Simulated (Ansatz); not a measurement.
# BH6NOSi: a ladder of functionals and wavefunction methods

How much do the methods differ for BH6NOSi? The plan is to run it at one geometry with functionals of several rungs and with coupled cluster, and see how far each lands from CCSD(T) at the basis-set limit for the atomisation energy.

Computed with Ansatz 0.2.0, Gaussian basis. Level: functionals in def2-TZVPP, the program's frozen cores in correlated methods.

Plan: LDA (SPW92), PBE-D4, revPBE-D4, BLYP-D4, r2SCAN-D4, B97M-V, PBE0-D4, B3LYP-D4, r2SCANh-D4, r2SCAN0-D4, HSE06-D4, BHLYP-D4, CAM-B3LYP-D4, LC-ωPBE, ωB97X-V, ωB97M-V, B2PLYP, PBE-QIDH; CCSD(T)/def2-SVP; CCSD(T)/def2-TZVPP; MP2/def2-QZVPP; extrapolation to the limit; RPA on PBE.

### 1 The relaxed structure

All runs share one geometry, relaxed beforehand with PBE0-D4 in a triple-zeta def2 set.

10 atoms, charge 0, spin multiplicity 1.

Atoms are counted from 1 here; the program's logs count them from 0.

Bond lengths: B1–Si2 1.941 Å, B1–N3 1.640 Å, B1–H5 1.198 Å, B1–H6 1.197 Å, Si2–N3 1.867 Å, Si2–O4 1.648 Å, Si2–H7 1.491 Å, N3–H8 1.010 Å, N3–H9 1.011 Å, O4–H10 0.959 Å. Angles: Si2–B1–N3 62.2°, Si2–B1–H5 117.0°, Si2–B1–H6 118.4°, N3–B1–H5 112.2°, N3–B1–H6 112.2°, H5–B1–H6 120.1°, B1–Si2–N3 51.0°, B1–Si2–O4 124.1°, B1–Si2–H7 126.2°, N3–Si2–O4 109.9°, N3–Si2–H7 104.7°, O4–Si2–H7 108.8°, B1–N3–Si2 66.8°, B1–N3–H8 117.7°, B1–N3–H9 115.1°, Si2–N3–H8 122.1°, Si2–N3–H9 118.1°, H8–N3–H9 110.6° and more.

As a file:

```mol
BH6NOSi
  3D, bonds by distance, orders not assigned

 10 10  0  0  0  0  0  0  0  0999 V2000
   -1.3354    0.0955    0.2337 B   0  0
    0.2784    0.3425   -0.8154 Si  0  0
    0.0015   -0.7431    0.6785 N   0  0
    1.4332    1.4693   -0.4825 O   0  0
   -2.1821   -0.6141   -0.2298 H   0  0
   -1.6287    0.9365    1.0335 H   0  0
    0.7965   -0.5829   -1.8634 H   0  0
   -0.0319   -1.7502    0.6105 H   0  0
    0.4145   -0.4588    1.5561 H   0  0
    2.3372    1.2540   -0.7181 H   0  0
  1  2  8  0
  1  3  8  0
  1  5  8  0
  1  6  8  0
  2  3  8  0
  2  4  8  0
  2  7  8  0
  3  8  8  0
  3  9  8  0
  4 10  8  0
M  END
```

### 2 LDA

This LDA is Slater exchange with PW92 correlation.

in.yaml reads:

```yaml
crystal:
  periodic: [false, false, false]
  atoms:
    - {symbol: B, position_ang: [-1.335424, 0.095455, 0.233719]}
    - {symbol: Si, position_ang: [0.278367, 0.342465, -0.815390]}
    - {symbol: N, position_ang: [0.001519, -0.743095, 0.678463]}
    - {symbol: O, position_ang: [1.433220, 1.469350, -0.482494]}
    - {symbol: H, position_ang: [-2.182128, -0.614088, -0.229823]}
    - {symbol: H, position_ang: [-1.628680, 0.936535, 1.033514]}
    - {symbol: H, position_ang: [0.796517, -0.582934, -1.863355]}
    - {symbol: H, position_ang: [-0.031928, -1.750201, 0.610538]}
    - {symbol: H, position_ang: [0.414517, -0.458827, 1.556060]}
    - {symbol: H, position_ang: [2.337220, 1.254040, -0.718131]}
basis:
  gaussian: {orbitals: def2-TZVPP}
hamiltonian: {xc: lda}
output: {orbitals: {seedname: orbitals}}
```

Run with:

```
$ ansatz run in.yaml --threads 2 --pin off --events-out ev --progress --plain --max-ram 4352MiB
```

The runs that follow: PBE-D4 (GGA); revPBE-D4 (GGA); BLYP-D4 (GGA); r2SCAN-D4 (meta-GGA); B97M-V (meta-GGA); B3LYP-D4 (hybrid); r2SCANh-D4 (hybrid); r2SCAN0-D4 (hybrid); HSE06-D4 (hybrid); BHLYP-D4 (hybrid); CAM-B3LYP-D4 (range-separated); LC-ωPBE (range-separated); ωB97X-V (range-separated); ωB97M-V (range-separated); B2PLYP (double hybrid); PBE-QIDH (double hybrid); CCSD(T) in def2-SVP; CCSD(T) in def2-TZVPP; MP2 in def2-QZVPP; RPA on PBE orbitals.

**Question.** What will the summary of the whole plan be? Wanted: atomisation energy, CCSD(T)/CBS; farthest beyond LDA; mean size of error, GGA; mean size of error, meta-GGA; mean size of error, hybrid; mean size of error, range-separated; mean size of error, double hybrid; gap, smallest and largest; T1 diagnostic.

The runs gave:

| quantity | value |
| --- | --- |
| atomisation energy, CCSD(T)/CBS | 35.920 eV |
| functionals within 0.180 eV (0.5 %) | BLYP-D4, r2SCAN-D4, B97M-V, PBE0-D4, B3LYP-D4, r2SCANh-D4, HSE06-D4, LC-ωPBE |
| farthest beyond LDA | BHLYP-D4 (-0.992 eV) |
| mean size of error, GGA | 0.309 eV |
| mean size of error, meta-GGA | 0.112 eV |
| mean size of error, hybrid | 0.318 eV |
| mean size of error, range-separated | 0.203 eV |
| mean size of error, double hybrid | 0.379 eV |
| gap, smallest and largest | 4.74 eV (LDA (SPW92)), 11.53 eV (LC-ωPBE) |
| T1 diagnostic | 0.0115 |
| triples share of the correlation energy | 3.7 % |

LDA overbinds by 5.212 eV (15 %). PBE-D4 is off by +0.560 eV. Double hybrids carry the basis error of their MP2 part in triple zeta, and no dispersion term here, so their miss is partly the set-up's. Taken by rung, meta-GGA functionals do best (0.112 eV on average) and double hybrid ones worst beyond LDA (0.379 eV). The reference freezes the cores and leaves out relativity and excitations past (T), so misses under about 0.180 eV can't be ranked. Hartree-Fock recovers 71 % of the binding; the rest is correlation. CCSD(T) in def2-SVP is off by -2.587 eV, so the small basis spoils what the method gains. The gap grows from 4.7 to 11.5 eV across the functionals, mostly with the share of exact exchange.
